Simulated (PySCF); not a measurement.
# A diatomic session: LiGa+

The task here is to estimate one member of a computed series from the others.

Method: Li jorge-DZP-DKH, Ga jorge-DZP-DKH, spin-free X2C with a Gaussian nucleus; program: PySCF 2.14.0.

Set-up of the first run:

The job is set up so:

- atoms: Li, Ga
- charge: 1
- basis: Li jorge-DZP-DKH, Ga jorge-DZP-DKH
- Hamiltonian: spin-free X2C with a Gaussian nucleus
- basis functions: 58
- electrons treated: 33
- masses in u: 7.0160, 68.9256
- levels: PBE0, PBE, r²SCAN, M06-L, BHandHLYP, BP86, CAM-B3LYP, HF, MP2, SCS-MP2, CCSD, CCSD(T)
- grid: 80 radial by 434 angular points
- occupations: held fixed by the projection of orbital angular momentum
- dissociation limit: Li+ + Ga, each in its ground configuration
- starting distance in angstrom: 2.590
- values of 2S to try: 1, 3

Started as:

```sh
$ OMP_NUM_THREADS=1 python dia.py task.json out
```

Steps of the session up to this table: The job; The PBE0 curve of the state that the search chose; Higher solutions at PBE0; PBE; r²SCAN; M06-L (meta-GGA); BHandHLYP; BP86 (GGA); CAM-B3LYP (range-separated hybrid); UHF; MP2 and coupled cluster.

One of the session's tables, all rows but one given; the rest of the session is left out.

It belongs to the step «The curves together». Energy (eV) from each level's lowest point:

```
R (Å)    UHF  UHF-MP2  UHF-SCS-MP2  UHF-CCSD  UHF-CCSD(T)
2.620  0.169    0.119        0.127       n/a          n/a
2.742  0.085    0.052        0.057     0.057        0.056
2.864  0.034    0.015        0.018     0.018        0.017
2.956  0.013    0.002        0.004     0.004        0.003
3.047  0.002    0.000        0.000     0.000        0.000
3.138      ?        ?            ?         ?            ?
3.260  0.009    0.023        0.020     0.021        0.022
3.413  0.033    0.057        0.052     0.054        0.056
3.595  0.076    0.109        0.103     0.107        0.109
3.839  0.151    0.193        0.184       n/a          n/a
```

Estimate the missing values for R (Å) = 3.138.

Worked estimate for «UHF». A straight line through the neighbours (3.047, 0.002) and (3.260, 0.009) gives 0.002 + (0.009 − 0.002) × (3.138 − 3.047) / (3.260 − 3.047) = 0.005; a parabola fitted to 4 rows on both sides gives 0.001.

As computed: UHF: 0.000; UHF-MP2: 0.006; UHF-SCS-MP2: 0.004; UHF-CCSD: 0.005; UHF-CCSD(T): 0.005. In «UHF» the line misses by +0.005 and the parabola by +0.001.
